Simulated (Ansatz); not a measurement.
Run this with Ansatz 0.2.0 through its Python package and show what comes out.

`clh2osn.py`
```python
"""Potential curve of ClH2OSn along one bond."""

import ansatz as az
import numpy as np


def main() -> None:
    geometry_ang = [
        ("O", (-0.3885, -0.4956, 1.888)),
        ("Sn", (0.0829, -0.073, 0.0029)),
        ("Cl", (-1.5452, 1.3493, -0.9996)),
        ("H", (0.2461, -1.5596, -0.8984)),
        ("H", (1.6547, 0.7052, -0.0344)),
    ]
    mol = az.Crystal.molecule()
    for symbol, xyz in geometry_ang:
        mol = mol.atom(symbol, xyz)

    symbols = [site.symbol for site in mol.cartesian_sites]
    start = np.array([site.position_ang for site in mol.cartesian_sites])
    axis = (start[0] - start[1]) / np.linalg.norm(start[0] - start[1])
    moving = [0]
    lengths, energies = [1.75, 1.829, 1.909, 1.989, 2.068, 2.148, 2.227, 2.347], []
    for length in lengths:
        xyz = start.copy()
        xyz[moving] += (length - np.linalg.norm(start[0] - start[1])) * axis
        point = az.Crystal.molecule()
        for symbol, place in zip(symbols, xyz):
            point = point.atom(symbol, place.tolist())
        job = (
            point.calculation()
            .basis(gaussian="def2-SVP")
            .functional("b3lyp", dispersion="d3bj")
            .spin("collinear", total=1)
        )
        data = job.run(threads=1, pin="off").report
        energies.append(data["free_energy_ev"])
        print(f"r = {length:6.3f} A  E = {energies[-1]:.5f} eV  <S^2> = {abs(data['mean_field']['state']['spin_squared']):.3f}")

    # quartic fit about the minimum
    fit = np.polynomial.Polynomial.fit(lengths, np.array(energies) - min(energies), 4).convert()
    roots = [r.real for r in fit.deriv().roots() if abs(r.imag) < 1e-9 and fit.deriv(2)(r.real) > 0]
    r_e = min(roots, key=lambda r: abs(r - lengths[int(np.argmin(energies))]))
    print(f"minimum of the fit at {r_e:.4f} A, force constant {fit.deriv(2)(r_e):.2f} eV/A^2")


if __name__ == "__main__":
    main()
```

```console
$ python clh2osn.py
r =  1.750 A  E = -20428.12860 eV  <S^2> = 0.756
r =  1.829 A  E = -20428.67040 eV  <S^2> = 0.755
r =  1.909 A  E = -20428.96039 eV  <S^2> = 0.755
r =  1.989 A  E = -20429.06544 eV  <S^2> = 0.755
r =  2.068 A  E = -20429.04139 eV  <S^2> = 0.755
r =  2.148 A  E = -20428.92770 eV  <S^2> = 0.757
r =  2.227 A  E = -20428.75636 eV  <S^2> = 0.759
r =  2.347 A  E = -20428.43085 eV  <S^2> = 0.766
minimum of the fit at 2.0088 A, force constant 18.55 eV/A^2
```

Caveats:
- Total energies depend on the basis set; only differences at equal settings carry meaning.
- The rest of the molecule is held rigid at a force-field or estimated start geometry, and the basis set is modest; single-reference methods fail as a bond breaks.
- def2 sets replace the cores of elements past krypton by effective core potentials.
- The species is open-shell (spin multiplicity 2).
- b3lyp holds the VWN-RPA fit, as in Gaussian; the form of ORCA and Turbomole is b3lyp5.
- Spin-orbit coupling of the heavy open-shell atom is left out.
- Finished in 33 s on 1 thread of Intel(R) Xeon(R) 6975P-C (Granite Rapids) (shared host), peak memory 0.28 GiB.
